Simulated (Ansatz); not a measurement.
**C₂H₄BF: one species, many methods**

An exercise on one series of results from a longer session: the logs are not shown, and one member is left open.

Computed with Ansatz 0.2.0, Gaussian basis. Level: functionals in def2-TZVPP, the program's frozen cores in correlated methods.

The runs, in order: LDA (SPW92), PBE-D4, revPBE-D4, BLYP-D4, r2SCAN-D4, B97M-V, PBE0-D4, B3LYP-D4, r2SCANh-D4, r2SCAN0-D4, HSE06-D4, BHLYP-D4, CAM-B3LYP-D4, LC-ωPBE, ωB97X-V, ωB97M-V, B2PLYP, PBE-QIDH; CCSD(T)/def2-SVP; CCSD(T)/def2-TZVPP; MP2/def2-QZVPP; extrapolation to the limit; RPA on PBE.

## Structure used throughout

All runs share one geometry, relaxed beforehand with PBE0-D4 in a triple-zeta def2 set.

SMILES `FB1CC1`, 8 atoms, charge 0, spin multiplicity 1.

Atoms are counted from 1 here; the program's logs count them from 0.

Bond lengths: F1–B2 1.310 Å, B2–C3 1.510 Å, B2–C4 1.510 Å, C3–C4 1.585 Å, C3–H5 1.087 Å, C3–H6 1.087 Å, C4–H7 1.087 Å, C4–H8 1.087 Å. Angles: F1–B2–C3 148.4°, F1–B2–C4 148.4°, C3–B2–C4 63.3°, B2–C3–C4 58.4°, B2–C3–H5 121.2°, B2–C3–H6 121.2°, C4–C3–H5 116.3°, C4–C3–H6 116.3°, H5–C3–H6 112.5°, B2–C4–C3 58.4°, B2–C4–H7 121.2°, B2–C4–H8 121.2°, C3–C4–H7 116.3°, C3–C4–H8 116.3°, H7–C4–H8 112.5°.

Geometry (Å):

```xyz
8

F    -2.2030    0.4907    0.3158
B    -0.9377    0.2063    0.1313
C     0.4932    0.6863    0.0758
C     0.1152   -0.8323   -0.1751
H     0.8693    1.2367   -0.7822
H     1.0505    0.8998    0.9838
H     0.2615   -1.2039   -1.1855
H     0.4430   -1.5410    0.5804
```

The first run:

Contents of in.yaml:

```yaml
crystal:
  periodic: [false, false, false]
  atoms:
    - {symbol: F, position_ang: [-2.203012, 0.490741, 0.315766]}
    - {symbol: B, position_ang: [-0.937673, 0.206290, 0.131257]}
    - {symbol: C, position_ang: [0.493240, 0.686321, 0.075813]}
    - {symbol: C, position_ang: [0.115236, -0.832251, -0.175071]}
    - {symbol: H, position_ang: [0.869326, 1.236740, -0.782178]}
    - {symbol: H, position_ang: [1.050457, 0.899797, 0.983833]}
    - {symbol: H, position_ang: [0.261481, -1.203929, -1.185535]}
    - {symbol: H, position_ang: [0.443044, -1.541011, 0.580414]}
basis:
  gaussian: {orbitals: def2-TZVPP}
hamiltonian: {xc: lda}
output: {orbitals: {seedname: orbitals}}
```

On the command line:

```console
ansatz run in.yaml --threads 2 --pin off --events-out ev --progress --plain --max-ram 4352MiB
```

Steps of the session up to this table: LDA; PBE-D4 (GGA); revPBE-D4 (GGA); BLYP-D4 (GGA); r2SCAN-D4 (meta-GGA); B97M-V (meta-GGA); B3LYP-D4 (hybrid); r2SCANh-D4 (hybrid); r2SCAN0-D4 (hybrid); HSE06-D4 (hybrid); BHLYP-D4 (hybrid); CAM-B3LYP-D4 (range-separated); LC-ωPBE (range-separated); ωB97X-V (range-separated); ωB97M-V (range-separated); B2PLYP (double hybrid); PBE-QIDH (double hybrid).

One of the session's tables, all rows but one given; the rest of the session is left out.

```
  functional  HOMO (eV)  gap (eV)
 LDA (SPW92)      -6.19      4.38
      PBE-D4      -6.05      4.51
   revPBE-D4      -5.99      4.57
     BLYP-D4      -5.97      4.56
   r2SCAN-D4      -6.30      5.19
      B97M-V      -6.38      5.25
     PBE0-D4      -7.44      6.95
    B3LYP-D4      -7.25      6.50
  r2SCANh-D4      -6.82      6.06
  r2SCAN0-D4      -7.60      7.37
    HSE06-D4      -7.04      6.16
    BHLYP-D4      -8.77      9.38
CAM-B3LYP-D4      -8.91      9.56
     LC-ωPBE          ?         ?
     ωB97X-V      -9.88     11.70
     ωB97M-V      -9.76     11.35
```

**Question.** Estimate the row for LC-ωPBE.

As computed: HOMO (eV): -10.26; gap (eV): 12.18. In the column «HOMO (eV)» it is the lowest.
